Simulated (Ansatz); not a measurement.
This script makes an equation of state with a fit of ScGe, space group Cmcm with Ansatz's Python interface.

The script, `run_eos.py`:
```python
"""Bulk modulus of ScGe from an E(V) curve."""

import ansatz as az
import numpy as np
from pymatgen.analysis.eos import EOS

FUNCTIONAL = "PBEsol"
ECUT = 420
OCCUPATIONS = "fermi_dirac"
WIDTH_EV = 0.15
KMESH = (6, 6, 6)

VECTORS = np.array([
    [2.004845, -5.050837, 0.0],
    [2.004845, 5.050837, 0.0],
    [0.0, 0.0, 3.774954],
])
SITES = [
    ("Sc", (0.863009, 0.136991, 0.75)),
    ("Sc", (0.136991, 0.863009, 0.25)),
    ("Ge", (0.589507, 0.410493, 0.75)),
    ("Ge", (0.410493, 0.589507, 0.25)),
]


def crystal_on(cell):
    crystal = az.Crystal(lattice=az.Lattice.of(cell))
    for symbol, position in SITES:
        crystal = crystal.atom(symbol, position)
    return crystal

# uniform scaling of the cell
volumes, energies = [], []
for scale in np.linspace(0.88, 1.12, 7):
    cell = VECTORS * scale ** (1 / 3)
    model = (
        crystal_on(cell).calculation()
        .functional(FUNCTIONAL)
        .basis(ECUT)  # cutoff of the orbital basis
        .occupations(OCCUPATIONS, width=WIDTH_EV)
        .kpoints(*KMESH)
    )
    rep = model.run(threads=1, pin="off").report
    volumes.append(abs(np.linalg.det(cell)) / len(SITES))
    energies.append(rep["free_energy_ev"] / len(SITES))
    print(f"V = {volumes[-1]:8.4f} A^3/atom  F = {energies[-1]:.5f} eV/atom")

for form in ["pourier_tarantola"]:
    fit = EOS(eos_name=form).fit(volumes, energies)
    print(f"{form:18s} V0 {fit.v0:8.4f} A^3/atom  B0 {fit.b0_GPa:7.1f} GPa  B1 {fit.b1:5.2f}")
```

From its runs, with one value withheld:

| V (Å³/atom) | F less the lowest row shown (meV/atom) |
| --- | --- |
| 16.819 | 60.69 |
| 17.584 | 17.50 |
| 18.348 | 0.00 |
| 19.113 | 3.18 |
| 19.877 | 23.01 |
| 20.642 | 56.24 |
| 21.406 | ? |

What is the missing energy at 21.406 Å³ an atom?

A third-order Birch-Murnaghan fit, E = E0 + (9 V0 B0 / 16) [(t - 1)³ B' + (t - 1)² (6 - 4t)] with t = (V0/V)^(2/3), through the 6 rows shown gives V0 = 18.595 Å³, B0 = 97.8 GPa, B' = 4.26 and E0 = -1.01 meV. At V = 21.406 Å³, t = 0.91040, and the fit extrapolates to 100.29 meV. The run gave 100.18 meV, a miss of 0.12 meV.

Notes:
- The run is spin-unpolarised.
- Shape and fractional positions are held along the curve, so the bulk modulus is an upper value where they are free to relax.
- The mesh is modest for a metal, so energies can be off by several to tens of meV an atom and pressures by half a GPa or more; differences at equal mesh fare better.
- This cell is a computed structure, which may not be the phase found in nature.
- Hardware and time: 33 s on 1 thread of Arm Neoverse V2, with other jobs on the host, peak memory 0.56 GiB.
